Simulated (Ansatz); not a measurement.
# ZnO: the cost of one run

Method: DFT r2SCAN, scalar-relativistic, plane waves, PAW, in Ansatz 0.2.0.

1 further run of the same task is left out (set aside as unsound or not needed).

**1. The starting structure**

Symmetry: P6_3mc, No. 186, hexagonal system. The conventional cell has a = 3.235 Å, b = 3.235 Å, c = 5.211 Å, α = 90.00°, β = 90.00°, γ = 120.00°. Zn (site symmetry 3m) has 4 O at 1.97 to 1.98 Å as nearest neighbours. Around O (site symmetry 3m) lie 4 Zn at 1.97 to 1.98 Å.

Coordinates:

```xyz
4
Lattice="3.2352 0.0000 0.0000 -1.6176 2.8018 0.0000 0.0000 0.0000 5.2114" Properties=species:S:1:pos:R:3 pbc="T T T"
Zn    0.0000    1.8678    2.6041
Zn    1.6176    0.9339   -0.0016
O     1.6176    0.9339    1.9768
O     0.0000    1.8678    4.5825
```

It is the result of an earlier relaxation at this level (volume 11.81 Å³/atom; gap on the mesh: 1.24 eV).

**2. Bands, states and charges**

Contents of input.yaml:

```yaml
crystal:
  lattice:
    - [3.2351980828, 0.0, 0.0]
    - [-1.6175990414, 2.801763726, 0.0]
    - [0.0, 0.0, 5.2114015731]
  atoms:
    - { symbol: Zn, position: [0.3333333333, 0.6666666667, 0.4996921305] }
    - { symbol: Zn, position: [0.6666666667, 0.3333333333, -0.0003078695] }
    - { symbol: O, position: [0.6666666667, 0.3333333333, 0.3793178695] }
    - { symbol: O, position: [0.3333333333, 0.6666666667, 0.8793178695] }
basis:
  ecutwfc: 500
kpoints:
  mp_grid: { grid: [12, 12, 6] }
  band_path:
    path:
      - [[0.0, 0.0, 0.0], [0.5, 0.0, 0.0], [0.33333333, 0.33333333, 0.0], [0.0, 0.0, 0.0], [0.0, 0.0, 0.5], [0.5, 0.0, 0.5], [0.33333333, 0.33333333, 0.5], [0.0, 0.0, 0.5]]
      - [[0.5, 0.0, 0.5], [0.5, 0.0, 0.0]]
      - [[0.33333333, 0.33333333, 0.5], [0.33333333, 0.33333333, 0.0]]
    npoints: 14
hamiltonian:
  xc: r2scan
scf:
  occupations: { method: gaussian, width: 0.02 }
  n_extra_bands: 10
output:
  forces: true
  stress: true
  eigenvalues: true
  populations: true
  dos: { projected: true, de: 0.02, nscf_kmesh: { grid: [18, 18, 9] } }
  bader: true
  write_density: true
  write_potential: true
  elf: true
  volumetric_format: npy
```

Started as:

```console
> ansatz run input.yaml --threads 1 --pin off --max-ram 2560MiB --backend cpu --events-out ev --progress --plain --runs-dir out
```

Q: Estimate wall time and peak memory on 1 thread of Arm Neoverse V1, shared host.

About 1.9 min, with a peak of 0.49 GiB.
